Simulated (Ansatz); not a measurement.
# NaPH3NO3: the cost of one run

Computed with Ansatz 0.2.0 (DFT, PBE, plane-wave PAW, default files, scalar-relativistic, as far as a step names no other, unless a step's input says otherwise).

## (1) The system as given

The structure is hexagonal, space group P6_3 (No. 173). Conventional cell: a = 5.806 Å, b = 5.806 Å, c = 6.141 Å, α = 90.00°, β = 90.00°, γ = 120.00°. Na (site symmetry 3) is surrounded by 6 O at 2.44 Å. H (site symmetry 1) is surrounded by 1 N at 1.05 Å. P (site symmetry 3) has 3 O at 1.53 Å as nearest neighbours. N (site symmetry 3) has 3 H at 1.05 Å as nearest neighbours. Around O (site symmetry 1) lie 1 P at 1.53 Å.

As a file:

```xyz
18
Lattice="5.8063 0.0000 0.0000 -2.9031 5.0284 0.0000 0.0000 0.0000 6.1411" Properties=species:S:1:pos:R:3 pbc="T T T"
Na    0.0000    0.0000    6.1368
Na    0.0000    0.0000    3.0663
H     0.9776    3.2523    4.0683
H    -0.5754    2.5556    4.0683
H    -0.4022    4.2489    4.0683
H     1.9255    1.7761    0.9977
H     3.4785    2.4728    0.9977
H     3.3054    0.7795    0.9977
P     0.0000    3.3522    1.8893
P     2.9031    1.6761    4.9598
N     0.0000    3.3522    3.6955
N     2.9031    1.6761    0.6250
O    -1.3854    3.8876    1.5352
O     1.1564    4.2843    1.5352
O     0.2290    1.8847    1.5352
O     4.2885    1.1407    4.6058
O     1.7468    0.7440    4.6058
O     2.6741    3.1436    4.6058
```

## (2) Single point at the given positions

Input file input.yaml:

```yaml
crystal:
  lattice:
    - [5.8062580308, 0.0, 0.0]
    - [-2.9031290154, 5.0283669556, 0.0]
    - [0.0, 0.0, 6.141052]
  atoms:
    - { symbol: Na, position: [0.0, 0.0, 0.999307] }
    - { symbol: Na, position: [0.0, 0.0, 0.499307] }
    - { symbol: H, position: [0.491769, 0.646781, 0.662469] }
    - { symbol: H, position: [0.155012, 0.508231, 0.662469] }
    - { symbol: H, position: [0.353219, 0.844988, 0.662469] }
    - { symbol: H, position: [0.508231, 0.353219, 0.162469] }
    - { symbol: H, position: [0.844988, 0.491769, 0.162469] }
    - { symbol: H, position: [0.646781, 0.155012, 0.162469] }
    - { symbol: P, position: [0.3333333333, 0.6666666667, 0.307647] }
    - { symbol: P, position: [0.6666666667, 0.3333333333, 0.807647] }
    - { symbol: "N", position: [0.3333333333, 0.6666666667, 0.601767] }
    - { symbol: "N", position: [0.6666666667, 0.3333333333, 0.101767] }
    - { symbol: O, position: [0.147964, 0.773141, 0.249994] }
    - { symbol: O, position: [0.625177, 0.852036, 0.249994] }
    - { symbol: O, position: [0.226859, 0.374823, 0.249994] }
    - { symbol: O, position: [0.852036, 0.226859, 0.749994] }
    - { symbol: O, position: [0.374823, 0.147964, 0.749994] }
    - { symbol: O, position: [0.773141, 0.625177, 0.749994] }
kpoints:
  mp_grid: { grid: [5, 5, 4] }
scf:
  occupations: { method: fermi_dirac, width: 0.02 }
hamiltonian:
  xc: pbe
  pseudopotentials: { kind: paw }
output:
  forces: true
  stress: true
  populations: true
  efg:
    quadrupole_moments_barn: { Na: 0.104, H: 0.00285783, "N": 0.02044, O: -0.02558 }
    contact_densities: true
  write_density: true
  write_potential: true
  elf: true
  volumetric_format: npy
```

Launch:

```console
$ ansatz run input.yaml --threads 1 --pin off --max-ram 2560MiB --backend cpu --events-out ev --progress --plain --runs-dir out
```

What time and memory should one allow on 1 thread of Intel Xeon Platinum 8488C (Sapphire Rapids), shared host?

About 14 s, with a peak of 0.52 GiB.
